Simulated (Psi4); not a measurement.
# doublet [InHCl2]+: levels of theory compared

Wanted: a comparison of 5 runs (U-wB97M-V/def2-SVPD, U-wB97X/def2-SVPD, UB2PLYP/def2-SVPD, UCAM-B3LYP/def2-SVPD, UM06-2X/def2-SVPD) of doublet [InHCl2]+. 

The results are computed with Psi4 1.11.

**1. The structure to begin with**

[InHCl2]+ has 4 atoms, charge +1, and is taken as a doublet. As SMILES of the parent species, `[Cl][InH][Cl]`. The coordinates come from a PBE0-D4/def2-TZVP relaxation. That shape belongs to the parent species and isn't relaxed for this state.

Bond lengths: Cl1–In2 2.312 Å, In2–Cl3 2.312 Å, In2–H4 1.694 Å. Angles: Cl1–In2–Cl3 111.9°, Cl1–In2–H4 124.1°, Cl3–In2–H4 124.1°.

**2. A single-point energy at U-wB97M-V/def2-SVPD (core potential) (run 1)**

cl2hin.json reads:

```json
{
  "schema_name": "qcschema_input",
  "schema_version": 1,
  "molecule": {
    "schema_name": "qcschema_molecule",
    "schema_version": 2,
    "symbols": ["Cl", "In", "Cl", "H"],
    "geometry": [-3.41530203, 1.33943788, -1.87574215, 0.282892, 0.24982179, 0.18065782, 1.01667266, -4.05535226, 0.03741658, 2.22080614, 2.35195313, 1.61930632],
    "molecular_charge": 1,
    "molecular_multiplicity": 2,
    "fix_symmetry": "c1",
    "fix_com": true,
    "fix_orientation": true
  },
  "driver": "energy",
  "model": {
    "method": "wb97m-v",
    "basis": "def2-SVPD"
  },
  "keywords": {
    "reference": "uks",
    "puream": true,
    "e_convergence": 1e-09,
    "d_convergence": 1e-08,
    "scf_type": "pk",
    "dft_radial_points": 99,
    "dft_spherical_points": 590,
    "maxiter": 200
  }
}
```

Launch:

```
$ psi4 --qcschema cl2hin.json -n 1 --memory 1600MB
```

stdout:

```text
[...]
                   'protocols': {'error_correction': {'default_policy': True, 'policies': None},
                                 'native_files': 'none',
[...]
    !!!  WARNING: ECP capability is in beta. Please check occupations closely.  !!!
[...]
  Running in c1 symmetry.
[...]
  Nuclear repulsion =  214.953731256332560
[...]
  Multiplicity = 2
[...]
  Nalpha       = 28
  Nbeta        = 27
[...]
    Number of basis functions: 94
[...]
   @UKS iter   1: -1110.38336436496206   -6.89189e-01   3.03129e-03 DIIS/ADIIS
[...]
   @UKS iter  34: -1110.43020419888194   -2.76259e-10   3.91426e-09 DIIS
[...]
   @S^2 Observed:                7.640780609E-01
[...]
  @UKS Final Energy: -1110.43020419888194
   => Energetics <=
    Nuclear Repulsion Energy =            214.9537312563325600
    One-Electron Energy =               -2021.0200322035686895
    Two-Electron Energy =                 750.7005300723175196
    DFT Exchange-Correlation Energy =     -55.2865468642374722
    Empirical Dispersion Energy =           0.0000000000000000
    VV10 Nonlocal Energy =                  0.2221135402738926
    Total Energy =                      -1110.4302041988821657
[...]
 Multipole Moments:
 ------------------------------------------------------------------------------------
     Multipole            Electronic (a.u.)      Nuclear  (a.u.)        Total (a.u.)
 ------------------------------------------------------------------------------------
 L = 1.  Multiply by 2.5417464519 to convert [e a0] to [Debye]
 Dipole X            :         32.8078843          -32.6151611            0.1927232
 Dipole Y            :         38.7196191          -38.5723337            0.1472854
 Dipole Z            :         25.9514747          -25.8384142            0.1130606
 Magnitude           :                                                    0.2676152
[...]
```

The result, in JSON:

```text
{
 "driver": "energy",
 "model": {
  "method": "wb97m-v",
  "basis": "def2-SVPD"
 },
 "success": true,
 "return_result": -1110.430204198882,
 "properties": {
  "calcinfo_nbasis": 94,
  "calcinfo_nmo": 94,
  "calcinfo_nalpha": 28,
  "calcinfo_nbeta": 27,
  "calcinfo_natom": 4,
  "nuclear_repulsion_energy": 214.95373125633256,
  "return_energy": -1110.430204198882,
  "scf_one_electron_energy": -2021.0200322035687,
  "scf_two_electron_energy": 750.7005300723175,
  "scf_vv10_energy": 0.22211354027389263,
  "scf_xc_energy": -55.28654686423747,
  "scf_dipole_moment": [0.19272319956267125, 0.14728537215094661, 0.11306058409833852],
  "scf_total_energy": -1110.430204198882,
  "scf_iterations": 34
 }
}
```

Wall time 2.1 min (1 thread of Intel Xeon 6975P-C (Granite Rapids), shared host); peak memory 0.86 GiB.

**3. Energy and forces at U-wB97X/def2-SVPD (core potential) (run 2)**

cl2hin.xyz reads:

```xyz
4
Cl2HIn
Cl    -1.807300     0.708800    -0.992600
In     0.149700     0.132200     0.095600
Cl     0.538000    -2.146000     0.019800
H      1.175200     1.244600     0.856900
```

run.py reads:

```python
import numpy as np
from ase.calculators.psi4 import Psi4
from ase.io import read

mol = read('cl2hin.xyz')
calc = Psi4(atoms=mol, method='wb97x', basis='def2-SVPD', memory='1600MB', num_threads=1, charge=1, multiplicity=2, label='calc', reference='uks')
calc.psi4.set_options({'puream': True, 'e_convergence': 1e-09, 'd_convergence': 1e-08, 'scf_type': 'pk', 'dft_radial_points': 99, 'dft_spherical_points': 590, 'maxiter': 200})
mol.calc = calc

forces = mol.get_forces()
print(f'energy: {mol.get_potential_energy():.6f} eV')
print('forces / eV A^-1')
print(np.round(forces, 5))
```

Launch:

```
$ python run.py
```

calc.dat:

```text
[...]
    !!!  WARNING: ECP capability is in beta. Please check occupations closely.  !!!
[...]
  Running in c1 symmetry.
[...]
  Nuclear repulsion =  214.953731184277160
[...]
  Multiplicity = 2
[...]
  Nalpha       = 28
  Nbeta        = 27
[...]
    Number of basis functions: 94
[...]
   @UKS iter   1: -1110.51006638785407   -6.76977e-01   3.02808e-03 ADIIS/DIIS
[...]
   @UKS iter  33: -1110.55632862096195    8.84484e-11   5.19647e-09 DIIS
[...]
   @S^2 Observed:                7.668269643E-01
[...]
  @UKS Final Energy: -1110.55632862096195
   => Energetics <=
    Nuclear Repulsion Energy =            214.9537311842771601
    One-Electron Energy =               -2021.1907871975388389
    Two-Electron Energy =                 750.3946238526222032
    DFT Exchange-Correlation Energy =     -54.7138964603222462
    Empirical Dispersion Energy =           0.0000000000000000
    VV10 Nonlocal Energy =                  0.0000000000000000
    Total Energy =                      -1110.5563286209617218
[...]
  -Total Gradient:
     Atom            X                  Y                   Z
    ------   -----------------  -----------------  -----------------
       1        0.006924225232    -0.005430578975     0.003394565931
       2        0.000032835775     0.000126719823     0.000032760335
       3       -0.004303713727     0.008192372218    -0.001458194122
       4       -0.002350904764    -0.002561300763    -0.001744552759
[...]
```

On the terminal:

```text
Memory set to   1.490 GiB by Python driver.
  Threads set to 1 by Python driver.

  Memory set to   1.490 GiB by Python driver.
  Threads set to 1 by Python driver.
energy: -30219.776960 eV
forces / eV A^-1
[[-0.35606  0.27925 -0.17456]
 [-0.00169 -0.00652 -0.00168]
 [ 0.22131 -0.42127  0.07498]
 [ 0.12089  0.13171  0.08971]]
```

It took 47 s on 1 thread of Intel Xeon 6975P-C (Granite Rapids), shared host; peak memory 0.94 GiB.

Runs 3 to 4 aren't shown in full; the table further down has their settings and results.

**4. Energy and forces at UM06-2X/def2-SVPD (core potential) (run 5)**

input.json reads:

```json
{
  "schema_name": "qcschema_input",
  "schema_version": 1,
  "molecule": {
    "schema_name": "qcschema_molecule",
    "schema_version": 2,
    "symbols": ["Cl", "In", "Cl", "H"],
    "geometry": [-3.41530203, 1.33943788, -1.87574215, 0.282892, 0.24982179, 0.18065782, 1.01667266, -4.05535226, 0.03741658, 2.22080614, 2.35195313, 1.61930632],
    "molecular_charge": 1,
    "molecular_multiplicity": 2,
    "fix_symmetry": "c1"
  },
  "driver": "gradient",
  "model": {
    "method": "m06-2x",
    "basis": "def2-SVPD"
  },
  "keywords": {
    "reference": "uks",
    "puream": true,
    "e_convergence": 1e-09,
    "d_convergence": 1e-08,
    "scf_type": "pk",
    "dft_radial_points": 99,
    "dft_spherical_points": 590,
    "maxiter": 200,
    "scf_properties": ["LOWDIN_CHARGES", "DIPOLE", "WIBERG_LOWDIN_INDICES"]
  }
}
```

Launch:

```
$ psi4 --qcschema input.json -n 1 --memory 1600MB
```

stdout:

```text
[...]
                   'protocols': {'error_correction': {'default_policy': True, 'policies': None},
                                 'native_files': 'none',
[...]
    !!!  WARNING: ECP capability is in beta. Please check occupations closely.  !!!
[...]
  Running in c1 symmetry.
[...]
  Nuclear repulsion =  214.953731256332560
[...]
  Multiplicity = 2
[...]
  Nalpha       = 28
  Nbeta        = 27
[...]
    Number of basis functions: 94
[...]
   @UKS iter   1: -1110.38576819086120   -5.10403e-01   3.23086e-03 ADIIS/DIIS
[...]
   @UKS iter  21: -1110.43357943488218   -1.36424e-11   8.64590e-09 DIIS
[...]
   @S^2 Observed:                7.660221776E-01
[...]
  @UKS Final Energy: -1110.43357943488218
   => Energetics <=
    Nuclear Repulsion Energy =            214.9537312563325600
    One-Electron Energy =               -2021.2258426177786532
    Two-Electron Energy =                 730.7339823995187089
    DFT Exchange-Correlation Energy =     -34.8954504729548063
    Empirical Dispersion Energy =           0.0000000000000000
    VV10 Nonlocal Energy =                  0.0000000000000000
    Total Energy =                      -1110.4335794348821764
[...]
  -Total Gradient:
     Atom            X                  Y                   Z
    ------   -----------------  -----------------  -----------------
       1        0.012402558923    -0.007513015254     0.006377639684
       2        0.000065394695     0.000062423598     0.000044907377
       3       -0.005815541333     0.014662036060    -0.001486683266
       4       -0.006788361903    -0.007359508346    -0.005036904732
[...]
```

The result, in JSON:

```text
{
 "driver": "gradient",
 "model": {
  "method": "m06-2x",
  "basis": "def2-SVPD"
 },
 "success": true,
 "return_result": [0.012402558923089758, -0.007513015254421964, 0.006377639683863429, 6.539469494879152e-05, 6.24235983605918e-05, 4.490737684347229e-05, -0.005815541333272481, 0.014662036060108519, -0.001486683265529135, -0.0067883619029698306, -0.007359508346099962, -0.005036904731915225],
 "properties": {
  "calcinfo_nbasis": 94,
  "calcinfo_nmo": 94,
  "calcinfo_nalpha": 28,
  "calcinfo_nbeta": 27,
  "calcinfo_natom": 4,
  "nuclear_repulsion_energy": 214.95373125633256,
  "return_energy": -1110.4335794348822,
  "return_gradient": [0.012402558923089758, -0.007513015254421964, 0.006377639683863429, 6.539469494879152e-05, 6.24235983605918e-05, 4.490737684347229e-05, -0.005815541333272481, 0.014662036060108519, -0.001486683265529135, -0.0067883619029698306, -0.007359508346099962, -0.005036904731915225],
  "scf_one_electron_energy": -2021.2258426177787,
  "scf_two_electron_energy": 730.7339823995187,
  "scf_xc_energy": -34.895450472954806,
  "scf_dipole_moment": [0.49337355680755124, 0.5344188677250301, 0.3659296384069073],
  "scf_total_energy": -1110.4335794348822,
  "scf_total_gradient": [0.012402558923089758, -0.007513015254421964, 0.006377639683863429, 6.539469494879152e-05, 6.24235983605918e-05, 4.490737684347229e-05, -0.005815541333272481, 0.014662036060108519, -0.001486683265529135, -0.0067883619029698306, -0.007359508346099962, -0.005036904731915225],
  "scf_iterations": 21
 }
}
```

Run time: 43 s. Hardware: 1 thread of Intel Xeon 6975P-C (Granite Rapids), shared host; peak memory 0.79 GiB.

**5. All runs side by side**

```
run                                  level      task  frozen core orbitals   energy (Eh)  HOMO energy (eV)  LUMO energy (eV)   ⟨S²⟩  wall time
  1   U-wB97M-V/def2-SVPD (core potential)    energy                     0  -1110.430204            -16.24            -11.81  0.764    2.1 min
  2     U-wB97X/def2-SVPD (core potential)  gradient                     0  -1110.556329            -16.28            -11.82  0.767       47 s
  3     UB2PLYP/def2-SVPD (core potential)    energy                    14  -1109.974982            -14.91            -12.26  0.778       23 s
  4  UCAM-B3LYP/def2-SVPD (core potential)    energy                     0  -1110.529804            -15.44            -12.43  0.767       26 s
  5     UM06-2X/def2-SVPD (core potential)  gradient                     0  -1110.433579            -15.34            -12.71  0.766       43 s
```

**6. Outcome**

```
                                 quantity           value
                      run 5: total energy  -1110.43358 Eh
run 5: HOMO energy (highest over α and β)       -15.34 eV
 run 5: LUMO energy (lowest over α and β)       -12.71 eV
                              run 5: ⟨S²⟩           0.766
          run 5: largest force on an atom      0.815 eV/Å
```

**Reading.** Totals of different functionals can't be ranked against each other. All runs together took 4.4 min, the longest 2.1 min.
